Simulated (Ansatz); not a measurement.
I need vertical and adiabatic energies of changing the electron count of OTe. Use Ansatz's Python interface. Level of theory (for the species named): B3LYP, def2-SVP basis, multiplicity 3.

```xyz
2

Te    0.0000    0.0000    0.0000
O     0.0000    0.0000    1.9200
```

`ote.py`
```python
# -*- coding: utf-8 -*-
import itertools

import ansatz as az
from ase.data import atomic_numbers, covalent_radii
import numpy as np


def main():
    geometry_ang = [
        ("Te", (0.0, 0.0, 0.0)),
        ("O", (0.0, 0.0, 1.92)),
    ]
    geometry = az.Crystal.molecule()
    for symbol, xyz in geometry_ang:
        geometry = geometry.atom(symbol, xyz)

    setup = geometry.calculation()
    setup = setup.basis(gaussian="def2-SVP")
    setup = setup.functional("b3lyp")
    setup = setup.spin("collinear", total=2)
    symbols = [site.symbol for site in geometry.cartesian_sites]
    start = np.array([site.position_ang for site in geometry.cartesian_sites], dtype=float)
    rep = setup.relax(force_tolerance=0.01, max_steps=100).run(threads=1).report
    end = np.array(rep["positions_ang"])

    minimum = az.Crystal.molecule()
    for symbol, place in zip(symbols, end):
        minimum = minimum.atom(symbol, place.tolist())
    ion = minimum.calculation()
    ion = ion.basis(gaussian="def2-SVP")
    ion = ion.functional("b3lyp")
    ion = ion.charge(1).spin("collinear", total=1)
    vertical = ion.run(threads=1).report
    settled = ion.relax(force_tolerance=0.01, max_steps=80).run(threads=1).report
    print(f"vertical ionisation energy   {vertical['free_energy_ev'] - rep['free_energy_ev']:.3f} eV")
    print(f"adiabatic, no zero point     {settled['free_energy_ev'] - rep['free_energy_ev']:.3f} eV")
    print(f"relaxation energy of the ion {vertical['free_energy_ev'] - settled['free_energy_ev']:.3f} eV")
    ionised = np.array(settled["positions_ang"])
    radius = [covalent_radii[atomic_numbers[s]] for s in symbols]
    span = lambda where, i, j: np.linalg.norm(where[i] - where[j])
    bonded = [(i, j) for i, j in itertools.combinations(range(len(symbols)), 2) if min(span(end, i, j), span(ionised, i, j)) < 1.2 * (radius[i] + radius[j])]
    print("pair        before    after (A)")
    for i, j in bonded:
        print(f"{symbols[i]}{i}-{symbols[j]}{j}".ljust(10), f"{span(end, i, j):8.4f} {span(ionised, i, j):8.4f}")


if __name__ == "__main__":
    main()
```

```console
$ python ote.py
vertical ionisation energy   9.610 eV
adiabatic, no zero point     9.539 eV
relaxation energy of the ion 0.071 eV
pair        before    after (A)
Te0-O1       1.8671   1.8043
```

What to keep in mind:
- The energies are electronic: no zero-point or thermal terms, and the basis set is short of its limit. The product may relax into another structure. The relaxation finds the nearest minimum, so the adiabatic value is an upper bound.
- def2 sets replace the cores of elements past krypton by effective core potentials.
- The species is open-shell (spin multiplicity 3).
- The expectation value of S² is noticeably off S(S+1) in at least one run, so that state is spin-contaminated.
- b3lyp holds the VWN-RPA fit, as in Gaussian; the form of ORCA and Turbomole is b3lyp5.
- Only the spin states typed were run; another state of an ion can lie lower, by up to an eV or two.
- The spin state was assumed, and another may lie lower.
- Wall time of the script: 17 s on 1 thread of Intel(R) Xeon(R) Platinum 8488C (Sapphire Rapids) (shared host), peak memory 0.19 GiB.

(A comment or docstring line of the script was reworded after the run, the code is as it ran; lines on the test bed's own set-up are left out of the output.)
